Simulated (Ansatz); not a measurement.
# H2 with Si2H6: structure and interaction energy

How do H2 and Si2H6 sit together, how strongly do they interact, and which methods get it right?

The runs use Ansatz 0.2.0, Gaussian basis; PBE0-D4 structure, single points in def2-TZVPPD.

Levels: PBE-D4, revPBE-D4, BLYP-D4, r2SCAN-D4, B97M-V, PBE0-D4, B3LYP-D4, HSE06-D4, wB97X-V, wB97M-V, B2PLYP, Hartree-Fock, MP2, CCSD, CCSD(T). The reference is CCSD(T) extrapolated to the basis limit.

Cores are frozen in the correlated methods. B3LYP uses VWN-RPA correlation. B2PLYP carries no dispersion term here.

28 further runs of the same task are left out: 1 that didn't finish, 27 set aside as unsound or not needed.

## Step 1: The system as given

The pair, from a GFN2-xTB docking trial: 10 atoms, charge 0, spin multiplicity 1.

Atoms are counted from 1 here; the program's logs count them from 0.

Bond lengths: H1–H2 0.778 Å, Si3–Si4 2.305 Å, Si3–H5 1.465 Å, Si3–H6 1.468 Å, Si3–H7 1.467 Å, Si4–H8 1.465 Å, Si4–H9 1.466 Å, Si4–H10 1.466 Å. Angles: Si4–Si3–H5 113.0°, Si4–Si3–H6 112.2°, Si4–Si3–H7 112.3°, H5–Si3–H6 106.5°, H5–Si3–H7 106.2°, H6–Si3–H7 106.2°, Si3–Si4–H8 112.8°, Si3–Si4–H9 112.7°, Si3–Si4–H10 112.1°, H8–Si4–H9 106.2°, H8–Si4–H10 106.4°, H9–Si4–H10 106.2°.

Geometry (Å):

```xyz
10
charge 0, multiplicity 1
H    -0.25680   -0.14330   -3.82010
H    -0.30560    0.47380   -3.34940
Si    1.03930    0.02490    0.27500
Si   -0.90150   -0.11270    1.51170
H     1.03800   -0.85950   -0.89270
H     1.27950    1.38140   -0.23120
H     2.22540   -0.33490    1.06010
H    -1.30940   -1.49540    1.77490
H    -2.04110    0.53100    0.85090
H    -0.76780    0.53460    2.82080
```

Atoms 1 to 2 are fragment A (H2), the rest fragment B (Si2H6).

## Step 2: A first relaxation in a small basis

pre/in.yaml

```yaml
crystal:
  periodic: [false, false, false]
  atoms:
    - {symbol: H, position_ang: [-0.256800, -0.143300, -3.820100]}
    - {symbol: H, position_ang: [-0.305600, 0.473800, -3.349400]}
    - {symbol: Si, position_ang: [1.039300, 0.024900, 0.275000]}
    - {symbol: Si, position_ang: [-0.901500, -0.112700, 1.511700]}
    - {symbol: H, position_ang: [1.038000, -0.859500, -0.892700]}
    - {symbol: H, position_ang: [1.279500, 1.381400, -0.231200]}
    - {symbol: H, position_ang: [2.225400, -0.334900, 1.060100]}
    - {symbol: H, position_ang: [-1.309400, -1.495400, 1.774900]}
    - {symbol: H, position_ang: [-2.041100, 0.531000, 0.850900]}
    - {symbol: H, position_ang: [-0.767800, 0.534600, 2.820800]}
basis:
  gaussian: {orbitals: def2-SVP}
hamiltonian: {xc: pbe, dispersion: d4}
relax: {f_tol: 0.03, max_steps: 250}
```

No record of the launch command was kept for these runs.

The runs that follow: Relaxation at PBE0-D4; CCSD(T)/def2-TZVPPD; MP2/def2-QZVPPD; Vibrations of the pair.

**Question.** What will these runs give? Wanted: interaction energy, CCSD(T)/CBS; of it Hartree-Fock; D4 term of PBE0-D4; shortest contact; lowest wavenumber.

**Answer**, as computed:

```
                        quantity         value
 interaction energy, CCSD(T)/CBS  -1.93 kJ/mol
of it Hartree-Fock (basis limit)  +1.40 kJ/mol
              D4 term of PBE0-D4  -1.98 kJ/mol
                shortest contact  H1–H9 2.92 Å
               lowest wavenumber       44 cm⁻¹
```

What this shows: The pair is bound by 1.93 kJ/mol at fixed fragment shapes. Hartree-Fock doesn't bind it at this geometry, so correlation, mostly dispersion, holds it together. The functionals run from B97M-V, off by 0.00 kJ/mol, to B2PLYP, off by +2.14 kJ/mol, against CCSD(T)/CBS. By rung, the mean size of the error is: GGA 0.69, meta-GGA 0.46, hybrid 0.45, screened hybrid 0.71, range-separated hybrid 0.14, double hybrid 2.14 kJ/mol. PBE-D4 gives an interaction energy 1.05 kJ/mol too low, an error of 54 % of the reference. CCSD(T) moves by -0.42 kJ/mol from triple zeta to the limit; gaps between functionals far smaller than that don't rank them. A lower arrangement may exist.
